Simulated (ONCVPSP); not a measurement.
**Cu: generating and testing an ONCV potential**

Aim: build the potential from the settings below, then test how well it stands in for the atom: other configurations, scattering, ghost states and the plane-wave cutoff that it needs.

Program: ONCVPSP 4.0.1. Reference atom: PBE, scalar-relativistic, spherical and spin-unpolarised. All values are calculated.

**1. Settings**

Typed settings, in words:

```
element                 : copper (Cu, Z = 29)
type                    : optimised norm-conserving Vanderbilt (ONCV)
frozen core             : [Ne] 3s2
valence charge          : 17
reference configuration : 3p6 3d10 4s1
partial waves           : 4s: rc 2.50 bohr, ncon 4, nbas 8, qcut 3.2 1/bohr, 2 projectors, debl 3.8 Ha; 3p: rc 1.15 bohr, ncon 4, nbas 7, qcut 10.3 1/bohr, 2 projectors, debl 1.8 Ha; 3d: rc 1.05 bohr, ncon 4, nbas 8, qcut 14.8 1/bohr, local
local potential         : the d channel
core correction         : not asked for
```

An earlier all-electron run gives the scale for the radii.

All-electron outer shells of the reference configuration (PBE, scalar-relativistic, ld1.x):

```tsv
shell	level (eV)	outermost node (bohr)	outermost maximum (bohr)
3s	-114.70	0.29	0.61
3p	-72.14	0.26	0.62
3d	-5.04	–	0.60
4s	-4.61	0.89	2.27
4p	-0.70	0.97	3.65
```

**2. Generation**

Contents of Cu.dat:

```
# ATOM AND REFERENCE CONFIGURATION
# atsym  z   nc   nv     iexc    psfile
  Cu 29.00    4    3        4      upf
#
#   n    l    f
    1    0    2.00
    2    0    2.00
    2    1    6.00
    3    0    2.00
    3    1    6.00
    3    2   10.00
    4    0    1.00
#
# PSEUDOPOTENTIAL AND OPTIMIZATION
# lmax
    2
#
#   l,   rc,      ep,       ncon, nbas, qcut
    0    2.50    0.00    4    8    3.20
    1    1.15    0.00    4    7   10.30
    2    1.05    0.00    4    8   14.80
#
# LOCAL POTENTIAL
# lloc, lpopt,  rc(5),   dvloc0
    2    5    1.05    0.00
#
# VANDERBILT-KLEINMAN-BYLANDER PROJECTORs
# l, nproj, debl
    0    2    3.80
    1    2    1.80
    2    0    3.40
#
# MODEL CORE CHARGE
# icmod, fcfact, rcfact
    0    0.00    0.00
#
# LOG DERIVATIVE ANALYSIS
# epsh1, epsh2, depsh
   -4.00    5.00    0.02
#
# OUTPUT GRID
# rlmax, drl
    6.00    0.01
#
# TEST CONFIGURATIONS
# ncnf
    4
# nvcnf
#   n    l    f
    3
    3    1    6.00
    3    2   10.00
    4    0    0.00
#
    3
    3    1    6.00
    3    2    9.00
    4    0    0.00
#
    3
    3    1    6.00
    3    2    8.00
    4    0    0.00
#
    3
    3    1    6.00
    3    2   10.00
    4    0    0.50
#
```

Command:

```console
$ oncvpsp.x < Cu.dat > Cu.out
```

Q: Predict the outcome of this session. Wanted: cutoffs for 1 and 0.1 mHa per electron, occupied waves; bound ghosts; GHOST(+) flags; largest test error; largest phase difference near zero energy, channels read; projector energies reset by the program.

The runs gave:

```
                                                quantity                                       value
  cutoffs for 1 and 0.1 mHa per electron, occupied waves                             87 Ha and 98 Ha
                                            bound ghosts                             s at -169.34 eV
                                          GHOST(+) flags                                 s at 128 eV
                            largest test error (AE − PS)  -34 meV, for 3p6 3d9 4s0 (1 test unsolved)
largest phase difference near zero energy, channels read                                   0.003 rad
                 projector energies reset by the program                         p: -2.651, 0.250 Ha
```

A bound ghost (s) makes it unfit for use: electrons can fall into a state that the atom doesn't have. The worst unpolarised test, 3p6 3d9 4s0, is off by 34 meV on 29.5 eV; by total energies transferability rates as fair where solved. Of the tests 1 gave no usable energy difference, which is a warning in itself. It counts as very hard, with 87 Ha needed at the looser tolerance. At the looser tolerance the 3d wave is the slowest; 3p needs 43 Ha. Near zero energy the phases of the channels with partial waves agree within 0.003 rad. The program also flags highly localised states, GHOST(+) (s). These are tests on the free atom; a crystal test is still owed.
